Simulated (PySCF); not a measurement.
**C₃H₇FOSi: electronic excitations and core binding energies**

What electronic excitations and core binding energies should C₃H₇FOSi (`C[Si@@H]1OC[C@H]1F`) show?

Programs: PySCF 2.14.0, with density-fitted response routines of our own. Each step states its level of theory. These are calculated values for one molecule in the gas phase, unless marked as measured. Atoms are numbered from 0 throughout.

**1. The starting structure**

13 atoms, charge 0, multiplicity 1; geometry from: GFN2-xTB.

Bonds of the start (Å): C0–Si1 1.89, Si1–O2 1.66, O2–C3 1.43, C3–C4 1.53, C4–F5 1.38, C4–Si1 1.93, C0–H6 1.09, C0–H7 1.08, C0–H8 1.08, Si1–H9 1.46, C3–H10 1.09, C3–H11 1.09, C4–H12 1.09.

**2. Ultraviolet spectrum: wB97X-D/def2-SVPD**

Job settings and geometry (Å):

```
{"job": {"kind": "uv", "xc": "wB97X-D", "basis": "def2-SVPD", "nstates": 8, "ntriplets": 3}, "charge": 0, "multiplicity": 1}
C      1.811298     0.289353     1.072980
Si     0.607751    -0.498758    -0.148906
O      0.129936     0.501358    -1.386256
C     -1.278142     0.443700    -1.144796
C     -1.290497    -0.337847     0.167168
F     -2.051098    -1.487816     0.098239
H      1.441360     1.231420     1.468038
H      2.006989    -0.374613     1.907256
H      2.757554     0.485560     0.580330
H      0.976592    -1.831975    -0.615700
H     -1.769418    -0.103629    -1.949934
H     -1.677516     1.456117    -1.086033
H     -1.669198     0.227615     1.019886
```

With the program's defaults for keys left out, this is: TDDFT wB97X-D/def2-SVPD, vertical, gas phase, core orbitals frozen in the response.

The run is started by

```console
$ OMP_NUM_THREADS=1 python probes_run.py task.json out
```

One launch serves the whole session: the jobs run in the order shown.

**Question.** This job is followed by: delta-SCF UKS SCAN, pcX-2 on the ionised atom, pcseg-1 elsewhere, spin-free X2C. What will the session give for the following? lowest singlet (wB97X-D/def2-SVPD); brightest single state of those computed; lowest triplet; C1s binding energies, SCAN/pcX-2; Si1s binding energies, SCAN/pcX-2; Si2p binding energies, SCAN/pcX-2; O1s binding energies, SCAN/pcX-2; F1s binding energies, SCAN/pcX-2.

The runs gave:

```
                                quantity                               value
      lowest singlet (wB97X-D/def2-SVPD)         6.64 eV (187 nm), f = 0.028
brightest single state of those computed         state 6, 8.25 eV, f = 0.062
                          lowest triplet                             6.18 eV
        C1s binding energies, SCAN/pcX-2  C3 292.27, C4 292.21, C0 290.53 eV
       Si1s binding energies, SCAN/pcX-2                      Si1 1847.08 eV
       Si2p binding energies, SCAN/pcX-2                       Si1 107.44 eV
        O1s binding energies, SCAN/pcX-2                        O2 537.66 eV
        F1s binding energies, SCAN/pcX-2                        F5 692.14 eV
```

What this shows: The first singlet state (HOMO→LUMO 0.92) lies at 6.64 eV and is weak; of the 8 states computed, the strongest absorption comes from state 6 at 8.25 eV. The lowest triplet lies 0.46 eV below the lowest singlet (triplets in Tamm-Dancoff, singlets in full TDDFT). The C1s levels kept as sound span 1.73 eV, from C0 (methyl carbon bonded to Si) up to C3 (sp3 CH2 bonded to O).
